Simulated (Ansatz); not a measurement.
# C2H6AlFS: ladder of methods at one geometry in Python

How do the methods compare on C2H6AlFS, in result and in cost? The task is a ladder of methods at one geometry, for C2H6AlFS. SMILES: C[S][Al]([CH3])[F].

Program: the Python package of Ansatz 0.2.0. The levels of theory stand in the script. These are calculated values, not measurements.

### Step 1. The structure

Bond lengths: C1–S2 1.831 Å, S2–Al3 2.251 Å, Al3–C4 1.982 Å, Al3–F5 1.829 Å, C1–H6 1.094 Å, C1–H7 1.073 Å, C1–H8 1.158 Å, C4–H9 1.151 Å, C4–H10 1.142 Å, C4–H11 1.044 Å. Angles (14 of 16 angles, heavy atoms first): C1–S2–Al3 93.2°, S2–Al3–C4 122.4°, S2–Al3–F5 120.6°, C4–Al3–F5 116.8°, S2–C1–H6 111.1°, S2–C1–H7 112.5°, S2–C1–H8 106.5°, Al3–C4–H9 107.0°, Al3–C4–H10 110.2°, Al3–C4–H11 114.9°, H6–C1–H7 113.8°, H6–C1–H8 103.3°, H7–C1–H8 108.8°, H9–C4–H10 102.6°.

The script holds or builds the structure itself.

### Step 2. The script

methods_c2h6alfs.py

```python
"""C2H6AlFS at several levels of theory."""

from pathlib import Path

import ansatz as az
import numpy as np

GEOMETRY = """
C    -0.53850    1.94590    0.61400
S    -1.27800    1.16170   -0.86580
Al    0.35850   -0.37600   -1.02460
C     0.31650   -2.08120   -0.01450
F     1.86100   -0.03780   -2.01210
H     0.41960    2.41610    0.37420
H    -0.49630    1.27880    1.45370
H    -1.21680    2.84480    0.88420
H    -0.65080   -2.62750   -0.31550
H     0.15130   -1.87640    1.09710
H     1.13880   -2.70520   -0.17010
"""

mol = az.Crystal.molecule()
for line in GEOMETRY.strip().splitlines():
    symbol, *xyz = line.split()
    mol = mol.atom(symbol, [float(v) for v in xyz])

calculation = mol.calculation().basis(gaussian="def2-SVP")

print("functional    E (Ha)        dipole (D)   HOMO (eV)  LUMO (eV)")
for name in ["r2scan0", "pbe0", "lc_wpbe", "revpbe", "lda"]:
    report = calculation.functional(name).forces().orbitals().run(runs_dir="runs").report
    lines = Path(report["orbitals_path"]).read_text().splitlines()
    field_of = lambda key: [line.split("=")[1].strip() for line in lines if line.startswith(key)]
    orbitals = [(27.211386 * float(e), s, float(n)) for e, s, n in zip(field_of("Ene="), field_of("Spin="), field_of("Occup="))]
    homo = max(e for e, _, n in orbitals if n > 0.5)
    lumo = min(e for e, _, n in orbitals if n < 0.5)
    dipole = 4.803205 * np.linalg.norm(report["charge_distribution"]["dipole_moment_e_ang"])
    print(f"{name:10s} {report['free_energy_ev'] / 27.211386246:14.6f} {dipole:9.3f} {homo:11.3f} {lumo:10.3f}")
```

### Step 3. The input behind the calls

The package turns the script's settings into the engine's input (first run):

```yaml
crystal:
  periodic: [false, false, false]
  atoms:
    - { symbol: C, position_ang: [-0.5385, 1.9459, 0.614] }
    - { symbol: S, position_ang: [-1.278, 1.1617, -0.8658] }
    - { symbol: Al, position_ang: [0.3585, -0.376, -1.0246] }
    - { symbol: C, position_ang: [0.3165, -2.0812, -0.0145] }
    - { symbol: F, position_ang: [1.861, -0.0378, -2.0121] }
    - { symbol: H, position_ang: [0.4196, 2.4161, 0.3742] }
    - { symbol: H, position_ang: [-0.4963, 1.2788, 1.4537] }
    - { symbol: H, position_ang: [-1.2168, 2.8448, 0.8842] }
    - { symbol: H, position_ang: [-0.6508, -2.6275, -0.3155] }
    - { symbol: H, position_ang: [0.1513, -1.8764, 1.0971] }
    - { symbol: H, position_ang: [1.1388, -2.7052, -0.1701] }
basis:
  gaussian:
    orbitals: def2-SVP
hamiltonian:
  xc: r2scan0
output:
  orbitals: {}
  forces: true
```

### Step 4. Launch

On the command line:

```sh
> python methods_c2h6alfs.py
```

The log of the run:

```text
functional    E (Ha)        dipole (D)   HOMO (eV)  LUMO (eV)
r2scan0       -819.869842     2.599      -7.128     -0.947
pbe0          -819.596909     2.560      -6.933     -1.105
lc_wpbe       -819.742528     2.473      -9.678      1.021
revpbe        -819.859996     2.398      -5.618     -1.757
lda           -816.209592     2.542      -5.701     -2.063
```

Run time: 26 s. Hardware: 1 thread of Arm Neoverse V1, shared host; peak memory 0.31 GiB.

### Step 5. Inputs of later runs

The engine's inputs for some of the other runs:

Run 3, against run 1:

```diff
@@ -19 +19 @@
-  xc: r2scan0
+  xc: lc_wpbe
```

Run 4, against run 1:

```diff
@@ -19 +19 @@
-  xc: r2scan0
+  xc: revpbe
```

Run 5, against run 1:

```diff
@@ -19 +19 @@
-  xc: r2scan0
+  xc: lda
```

### Step 6. The engine's runs

From the records of these 5 runs:

| run | functional | energy (eV) | SCF cycles | CPU time (s) |
| --- | --- | --- | --- | --- |
| 1 | r2scan0 | -22309.7949 | 18 | 8.9 |
| 2 | pbe0 | -22302.3681 | 18 | 5 |
| 3 | lc_wpbe | -22306.3306 | 18 | 4.8 |
| 4 | revpbe | -22309.5270 | 18 | 4 |
| 5 | lda | -22210.1945 | 17 | 2.2 |

Totals hang on method, basis and potentials, so only like runs compare.

The fields below are those of run 1.

### Step 7. Orbitals and fields

The fields below are evaluated on a grid from the run's orbitals.

Frontier orbitals at r2SCAN0/def2-SVP, with the share of their density that lies nearest to each atom:

| orbital | energy (eV) | lies on |
| --- | --- | --- |
| HOMO-1 | -8.28 | S2 50 %; C4 15 %; Al3 14 % |
| HOMO | -7.13 | S2 83 % |
| LUMO | -0.95 | Al3 53 %; F5 11 %; S2 8 % |

ELF in a plane through or near 6 of the atoms.

Ten even steps from '0' (0.00) to '9' (0.99):
```
0000000000000000000000000000
0000000000000000000000000000
0000000000000000000000000000
0000000000000000000000000000
0000000000000000000000000000
0000000001310001675200000000
0000010016871004999510000000
0001686449993005999621000000
0004999869981002785566310000
0003898824540026872599950000
0000234676621102897899960000
0000003798401001066477620000
0000002452000110110000000000
0000000000000368751000000000
0000000000001485674000000000
0000000000001488874000000000
0000000000000245531000000000
0000000000000000000000000000
0000000000000000000000000000
0000000000000000000000000000
```
The map spans 11.5 Å across and 10.4 Å up, centred on the molecule. Atoms in the plane (x, y in Å): C1 (-2.1, 0.2), C4 (2.1, 0.4), F5 (0.8, -2.6), H7 (-1.6, 1.1), H10 (1.6, 1.3), H11 (2.9, 0.0).

log10 of the density (e/Å³) in the same plane.

Ten even steps from '0' (-4.0) to '9' (1.1):
```
0000000000000000000000000000
0000000000000000000000000000
0000000000000000000000000000
0000000000000000000000000000
0000000011110001122210000000
0000112233332123444432100000
0001233445543234565543210000
0012455567765345677655421000
0013567778875445788776532000
0013567789765556779887642100
0012456788765556777777542100
0001345677655567666665431000
0000134455545566665443210000
0000012233334678875422100000
0000001112234689976421000000
0000000000124679875310000000
0000000000013456654200000000
0000000000000233321000000000
0000000000000001100000000000
0000000000000000000000000000
```
The map spans 11.5 Å across and 10.4 Å up, centred on the molecule. Atoms in the plane (x, y in Å): C1 (-2.1, 0.2), C4 (2.1, 0.4), F5 (0.8, -2.6), H7 (-1.6, 1.1), H10 (1.6, 1.3), H11 (2.9, 0.0).

On the surface of density 0.002 e/bohr³ the electrostatic potential runs, from the 1st to the 99th percentile, from -1.73 V near F5 to 3.81 V near Al3.

### Step 8. Summary of results

```
                                          quantity    value
                                     runs compared        5
HOMO-LUMO gap of the mean field (r2SCAN0/def2-SVP)  6.18 eV
```

What this shows: All 5 runs converged, in 17 to 18 cycles. Reading the output:
- The geometry is a force-field or estimated start, not a minimum of this method, and the basis set is short of its limit. A lower total doesn't mark the better method: functionals have no common bound, and MP2 and coupled cluster aren't variational.
- Levels such as HOMO and LUMO are orbital energies: with these approximate functionals they aren't the ionisation energy and electron affinity, and their gap isn't the fundamental gap.
